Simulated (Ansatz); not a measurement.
# BeSe+ (doublet): wave-function methods side by side, cc-pVDZ

How much of the correlation energy of BeSe+ (doublet) does each wave-function method recover here?

Computed with Ansatz 0.2.0, Gaussian basis. Level: cc-pVDZ, core rule «outside noble gas», up to 15 orbitals frozen.

Plan: UHF; CCSD(T) on ROHF; CCSD(T) on UHF; BCCD(T) on ROHF; CISD; CCSDT(Q) on ROHF; CCSDT(Q) on UHF; Full CI; Full CI in the symmetry of the determinant.

19 further runs of the same task are left out: 6 for a known fault of the program, 5 that didn't finish, 8 set aside as unsound or not needed.

## Step 1: The geometry

The geometry is a PBE0/def2-TZVP stationary point (not a proven minimum) of the parent state, kept for this charge and spin. No spin-orbit coupling is included. The filled d shell of Se may be among the frozen orbitals whatever the setting's name suggests; the logs give the count.

2 atoms, charge 1, spin multiplicity 2.

Atoms are counted from 1 here; the program's logs count them from 0.

Bond lengths: Se1–Be2 1.868 Å.

## Step 2: UHF

in.yaml reads:

```yaml
crystal:
  periodic: [false, false, false]
  atoms:
    - {symbol: Se, position_ang: [0.000000, 0.000000, 0.000000]}
    - {symbol: Be, position_ang: [0.000000, 0.000000, 1.867800]}
basis:
  gaussian: {orbitals: cc-pVDZ}
total_charge: 1
magnetization: {spin_polarized: true, initial_magnetization: 1}
hamiltonian: {xc: hf}
output: {orbitals: {seedname: orbitals}}
```

Launch:

```bash
ansatz run in.yaml --threads 1 --pin off --events-out ev --progress --plain --max-ram 2393MiB
```

The runs that follow: CCSD(T) on ROHF; CCSD(T) on UHF; BCCD(T) on ROHF; CISD; CCSDT(Q) on ROHF; CCSDT(Q) on UHF; Full CI; Full CI in the symmetry of the determinant.

Q: Predict the results of all the runs planned. Wanted: FCI below the RHF energy; RMP2 from FCI; UMP2 from FCI; RCCSD from FCI; RCCSD(T) from FCI; UCCSD(T) from FCI; RCCSDT(Q) from FCI; UCCSDT(Q) from FCI; T1 diagnostic.

**Answer**, as computed:

```
                         quantity                                                              value
         FCI below the RHF energy                                                         -3.6156 eV
                    RMP2 from FCI                                                    +14.25 kcal/mol
                    UMP2 from FCI                                                    +14.46 kcal/mol
                   RCCSD from FCI                                                     +3.32 kcal/mol
                RCCSD(T) from FCI                                                     +0.62 kcal/mol
                UCCSD(T) from FCI                                                     +0.58 kcal/mol
               RCCSDT(Q) from FCI                                                      0.00 kcal/mol
               UCCSDT(Q) from FCI                                                     -0.08 kcal/mol
levels within 1 kcal/mol (43 meV)  RCCSD(T), UCCSD(T), BCCD(T), RCCSDT, UCCSDT, RCCSDT(Q), UCCSDT(Q)
                    T1 diagnostic                                                              0.024
   effectively unpaired electrons                                                               1.06
```

In words: RCCSD(T) lands +0.62 kcal/mol from the yardstick (0.7 % of the correlation energy). UCCSDT(Q) falls below full CI: unrestricted runs freeze a spin-polarised core, another one than full CI's, and coupled cluster isn't variational. One determinant dominates. These misses are within one basis, not against nature; the frozen cores of restricted and unrestricted runs differ, which can shift their rows.
